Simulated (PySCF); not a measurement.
# CH5FGeS: the cost of one run

The runs use PySCF 2.14.0, with density-fitted response routines of our own; the level of theory stands in each step. All values are computed, except where a source is named. Atoms are numbered from 0 throughout.

## 1. The starting structure

9 atoms, charge 0, multiplicity 1; geometry from: GFN2-xTB. The atoms were then displaced at random by about 0.01 Å, so the start is not that level's minimum.

Bonds of the start (Å): C0–S1 1.83, S1–Ge2 2.22, Ge2–F3 1.78, C0–H4 1.05, C0–H5 1.09, C0–H6 1.11, Ge2–H7 1.48, Ge2–H8 1.48.

## 2. Geometry optimisation at PBE0-D3(BJ)/def2-SVP

Job settings and geometry (Å):

```
{"job": {"xc": "PBE0", "basis": "def2-SVP", "d3": "d3bj", "grid": 1, "shake": 0.01, "kind": "geom"}, "charge": 0, "multiplicity": 1}
C      1.576230    -0.038470     0.181420
S      0.346480    -1.128840     0.992770
Ge    -1.524110    -0.202610     0.250460
F     -1.320400     1.536960     0.544620
H      2.532710    -0.337270     0.506530
H      1.481890    -0.111440    -0.904190
H      1.378910     1.011650     0.478920
H     -2.719450    -0.571700     1.032520
H     -1.694450    -0.175440    -1.223390
```

Command:

```console
> OMP_NUM_THREADS=1 python probes_run.py task.json out
```

One launch serves the whole session: the jobs run in the order shown.

**Question.** How long does this first job take on 1 thread of Arm Neoverse V2, shared host, and how much memory does it need?

About 46 s, with a peak of 0.43 GiB.
